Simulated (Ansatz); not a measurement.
# Si3GeH10: how energies converge with the basis set

Aim: see how fast density functionals converge with the basis set for Si3GeH10.

Method: one geometry, several basis sets; program: Ansatz 0.2.0, Gaussian basis.

Plan: PBE0-D4/def2-SVP; ωB97M-V/def2-SVP; PBE0-D4/def2-QZVPP; ωB97M-V/def2-QZVPP; the functionals' def2-TZVPP values are taken from earlier runs.

**1. The geometry**

All runs share one geometry, relaxed beforehand with PBE0-D4 in a triple-zeta def2 set.

14 atoms, charge 0, spin multiplicity 1.

Atoms are counted from 1 here; the program's logs count them from 0.

Bond lengths: Si1–Si2 2.337 Å, Si1–H5 1.488 Å, Si1–H6 1.488 Å, Si1–H7 1.488 Å, Si2–Ge3 2.381 Å, Si2–H8 1.489 Å, Si2–H9 1.490 Å, Ge3–Si4 2.379 Å, Ge3–H10 1.541 Å, Ge3–H11 1.541 Å, Si4–H12 1.487 Å, Si4–H13 1.487 Å, Si4–H14 1.487 Å. Angles: Si2–Si1–H5 109.5°, Si2–Si1–H6 111.6°, Si2–Si1–H7 109.7°, H5–Si1–H6 108.7°, H5–Si1–H7 108.5°, H6–Si1–H7 108.8°, Si1–Si2–Ge3 109.5°, Si1–Si2–H8 110.2°, Si1–Si2–H9 109.6°, Ge3–Si2–H8 110.3°, Ge3–Si2–H9 109.0°, H8–Si2–H9 108.2°, Si2–Ge3–Si4 110.3°, Si2–Ge3–H10 110.4°, Si2–Ge3–H11 109.1°, Si4–Ge3–H10 110.0°, Si4–Ge3–H11 109.3°, H10–Ge3–H11 107.7° and more.

**2. PBE0-D4 in def2-SVP**

Input file in.yaml:

```yaml
crystal:
  periodic: [false, false, false]
  atoms:
    - {symbol: Si, position_ang: [-1.713926, 0.688289, 1.523061]}
    - {symbol: Si, position_ang: [-0.245064, -1.100106, 1.198933]}
    - {symbol: Ge, position_ang: [1.554210, -0.407460, -0.198972]}
    - {symbol: Si, position_ang: [0.721848, 0.424563, -2.266719]}
    - {symbol: H, position_ang: [-2.273908, 1.115168, 0.212299]}
    - {symbol: H, position_ang: [-2.837406, 0.317010, 2.424587]}
    - {symbol: H, position_ang: [-0.981163, 1.837566, 2.119537]}
    - {symbol: H, position_ang: [0.274091, -1.582675, 2.508965]}
    - {symbol: H, position_ang: [-0.964963, -2.225354, 0.539663]}
    - {symbol: H, position_ang: [2.519870, -1.580724, -0.453629]}
    - {symbol: H, position_ang: [2.347444, 0.703957, 0.515562]}
    - {symbol: H, position_ang: [-0.101950, -0.618805, -2.932973]}
    - {symbol: H, position_ang: [1.832862, 0.812842, -3.175247]}
    - {symbol: H, position_ang: [-0.131936, 1.615719, -2.015057]}
basis:
  gaussian: {orbitals: def2-SVP}
hamiltonian: {xc: pbe0, dispersion: d4}
output: {orbitals: {seedname: orbitals}}
```

Command:

```console
$ ansatz run in.yaml --threads 4 --pin off --events-out ev --progress --plain --max-ram 11315MiB
```

Further steps of the session: ωB97M-V in def2-SVP; PBE0-D4 in def2-QZVPP; ωB97M-V in def2-QZVPP.

**Question.** What will the summary of the whole plan be? Wanted: PBE0-D4: double and triple zeta above quadruple; ωB97M-V: double and triple zeta above quadruple.

**Answer**, as computed:

```
                                       quantity           value
PBE0-D4: double and triple zeta above quadruple  17.46, 2.01 eV
ωB97M-V: double and triple zeta above quadruple  17.49, 1.94 eV
```

In words: PBE0-D4 gains 15.44 eV from double to triple zeta, then 2.01 eV more. These are total energies; as a rule much of such shifts cancels in differences, which this series doesn't test. The LUMO of ωB97M-V is positive and keeps falling with the basis (1.75 to 1.09 eV): an unbound level that the basis holds in place.
